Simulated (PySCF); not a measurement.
# C8H7N: the cost of one run

Programs: PySCF 2.14.0, with routines of our own; each step states its level. All values are computed. Atoms count from 0.

### 1 The system as given

16 atoms, charge 0, multiplicity 1; geometry from: GFN2-xTB.

### 2 Magnetic properties: GIAO CAM-B3LYP/pcSseg-1

Job settings and geometry (Å):

```
{"job": {"kind": "mag", "xc": "CAM-B3LYP", "basis": "pcSseg-1", "isotopologues": 0}, "charge": 0, "multiplicity": 1}
C     -2.471943     1.872442     0.898619
C     -1.471732     1.301825     0.555710
C     -0.309463     0.610225     0.138965
C      0.809492     1.319228    -0.288689
C      1.943724     0.654912    -0.713084
C      1.966230    -0.731934    -0.710084
C      0.864879    -1.449423    -0.286630
C     -0.289095    -0.797844     0.145808
N     -1.362654    -1.505902     0.632903
H     -3.332365     2.389338     1.203451
H      0.772483     2.399011    -0.286226
H      2.805910     1.212762    -1.045923
H      2.848510    -1.258978    -1.043049
H      0.885343    -2.530397    -0.285912
H     -2.232516    -1.002768     0.705762
H     -1.434403    -2.473555     0.366968
```

Level: GIAO CAM-B3LYP/pcSseg-1 magnetisability, rotational g tensor and spin-rotation constants, non-relativistic, gas phase.

Launch:

```console
OMP_NUM_THREADS=1 python excited_run.py task.json out
```

This one command runs all jobs of the session in turn.

Q: Estimate the wall time and peak memory of this first job on 1 thread of Arm Neoverse N1, shared host.

About 74 s, with a peak of 1 GiB.
